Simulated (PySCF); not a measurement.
# A diatomic session: HBr−

An exercise on one series of results from a longer session: the logs are not shown, and one member is left open.

Program: PySCF 2.14.0. Level of theory: H aug-cc-pVDZ-DK, Br aug-cc-pVDZ-DK, spin-free X2C with a Gaussian nucleus. These are calculated values, not measurements.

1 further run of the same task is left out (set aside as unsound or not needed).

The first run:

The job is set up so:

```
atoms                         : H, Br
charge                        : -1
basis                         : H aug-cc-pVDZ-DK, Br aug-cc-pVDZ-DK
Hamiltonian                   : spin-free X2C with a Gaussian nucleus
basis functions               : 45
electrons treated             : 37
masses in u                   : 1.0078, 78.9183
levels                        : PBE0, PBE, r²SCAN, BLYP, r²SCANh, revPBE, ωB97X, HF, MP2, SCS-MP2, CCSD, CCSD(T)
grid                          : 80 radial by 434 angular points
occupations                   : held fixed by the projection of orbital angular momentum
dissociation limit            : H + Br−, each in its ground configuration
starting distance in angstrom : 1.535
values of 2S to try           : 1, 3
```

The run is started by

```console
OMP_NUM_THREADS=1 python dia.py task.json out
```

Among the steps run: Set-up; First curve: PBE0; PBE; r²SCAN (meta-GGA); BLYP (GGA); r²SCANh (hybrid meta-GGA); revPBE (GGA); ωB97X (range-separated hybrid); UHF (mean field); Adding correlation.

One table of the session follows, with a row left open; its other results are not shown here.

It belongs to the step «The curves together». Energy (eV) from each level's lowest point:

```
R (Å)    UHF  UHF-MP2  UHF-SCS-MP2  UHF-CCSD  UHF-CCSD(T)
1.812  0.474    0.162        0.160       n/a          n/a
1.896  0.384    0.130        0.126     0.077        0.067
1.981  0.302    0.096        0.092     0.048        0.041
2.044  0.249    0.073        0.069     0.031        0.025
2.107  0.202    0.054        0.050     0.017        0.013
2.170  0.162    0.038        0.035     0.008        0.005
2.255      ?        ?            ?         ?            ?
2.360  0.074    0.009        0.008     0.000        0.001
2.486  0.035    0.002        0.001     0.006        0.009
2.655  0.000    0.000        0.000       n/a          n/a
```

Q: Estimate the row for R (Å) = 2.255 from the others.

Worked estimate for «UHF». A straight line through the neighbours (2.170, 0.162) and (2.360, 0.074) gives 0.162 + (0.074 − 0.162) × (2.255 − 2.170) / (2.360 − 2.170) = 0.123; a parabola fitted to 4 rows on both sides gives 0.118.

**Answer.** UHF: 0.117; UHF-MP2: 0.022; UHF-SCS-MP2: 0.020; UHF-CCSD: 0.001; UHF-CCSD(T): 0.000. In «UHF» the line misses by +0.006 and the parabola by +0.001.
